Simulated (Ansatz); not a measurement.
**Be2Si in Ansatz: the effect of functional**

Crystal: Be2Si.

```
Si Be
1.0
     0.00000    2.64000    2.64000
     2.64000    0.00000    2.64000
     2.64000    2.64000    0.00000
Si Be
1 2
Direct
  0.00000 0.00000 0.00000
  0.25000 0.25000 0.25000
  0.75000 0.75000 0.75000
```

The cell comes from a database or a generator and needn't be the stable form of this composition.

Alike in all runs:

| Quantity | Value |
| --- | --- |
| Program | Ansatz 0.2.0 |
| Task | projected density of states |
| Potentials or basis | Ansatz PAW |
| k mesh | 5 × 5 × 5 |
| Occupations | fermi-dirac, width 0.05 eV |
| Spin | no spin polarisation |

```tsv
functional	cutoff	pressure (GPa)
LDA	420 eV (not typed: the program's choice for these potentials)	-3.9
PBEsol	420 eV (not typed: the program's choice for these potentials)	?
RPBE	420 eV (not typed: the program's choice for these potentials)	2.2
revPBE	420 eV (not typed: the program's choice for these potentials)	1.8
BLYP	420 eV (not typed: the program's choice for these potentials)	2.5
r2SCAN	500 eV (not typed: the program's choice for these potentials)	0.1
HSE06	420 eV (not typed: the program's choice for these potentials)	-0.3
PBE0	420 eV (not typed: the program's choice for these potentials)	-0.5
r2SCAN0	500 eV (not typed: the program's choice for these potentials)	-0.3
```

What does the run with functional PBEsol give?

Pressure -1.2 GPa.

Caveats: all runs use coarse meshes; the PAW data sets come from PBE, with cores solved anew for the run's functional, which leaves a small shift of forces and pressure; the thresholds are loose for stress (some runs).

Runs at the PBE level aren't shown here.
